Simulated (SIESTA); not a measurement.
The system is Mo2WSe6, a slab with vacuum.

```
W Mo Se
1.0
     3.32590    0.00000    0.00000
    -1.66295    2.88032    0.00000
     0.00000    0.00000   30.68137
W Mo Se
1 2 6
Direct
  0.00000 0.00000 0.57834
  0.33333 0.66667 0.34700
  0.00000 0.00000 0.11563
  0.00000 0.00000 0.29248
  0.33333 0.66667 0.63309
  0.33333 0.66667 0.17014
  0.33333 0.66667 0.52357
  0.33333 0.66667 0.06115
  0.00000 0.00000 0.40145
```

* Program: SIESTA 5.4.2
* Task: single point
* Functional: PBEsol
* Potentials or basis: PseudoDojo 0.4 standard (PBEsol files)
* Basis: DZP (energy shift 0.003 Ry; two zetas on semicore shells)
* Grid cutoff: 800 Ry
* Energy shift: 0.003 Ry
* k mesh: 9 × 9 × 1
* Occupations: fermi-dirac, width 0.05 eV
* Spin: no spin polarisation

On this cell: largest force 0.420 eV/Å; band gap on the k mesh 1.22 eV, direct.

The same run follows on a disturbed copy (atoms moved at random, drawn with an rms of 0.05 Å):

```
W Mo Se
1.0
     3.32590    0.00000    0.00000
    -1.66295    2.88032    0.00000
     0.00000    0.00000   30.68137
W Mo Se
1 2 6
Direct
  0.98508 0.99749 0.57882
  0.35078 0.68232 0.34790
  0.01763 0.01580 0.11651
  0.98804 0.99800 0.29189
  0.31116 0.66330 0.63579
  0.33590 0.68143 0.17169
  0.31389 0.66497 0.52225
  0.33461 0.67378 0.06153
  0.00767 0.98774 0.40072
```

Question: What changes?

Answer: The energy moves by +14.1 meV/atom; largest force 1.835 eV/Å; band gap on the k mesh 1.04 eV, direct.

Forces in eV/Å, atoms in the order of the input:
```
W   -0.308 -0.002  0.117
Mo  -0.394 -1.164 -1.362
Mo  -0.730 -0.229  0.109
Se   0.528  0.437  0.203
Se   0.175  0.015 -0.732
Se   0.397  0.023  0.019
Se   0.140 -0.018  0.501
Se   0.330  0.203 -0.022
Se  -0.139  0.730  1.167
```

Stress tensor (GPa, compression positive):
```
-1.27 -0.18 -0.49
-0.18 -1.79  0.11
-0.49  0.11 -1.13
```

Caveats: short orbitals over semicore shells can move pressures by several GPa; spin-orbit coupling is left out, which moves the levels of the heavy elements; the basis of atomic orbitals isn't converged, which shifts pressures, moduli and gaps.

A k mesh can miss the band edges.
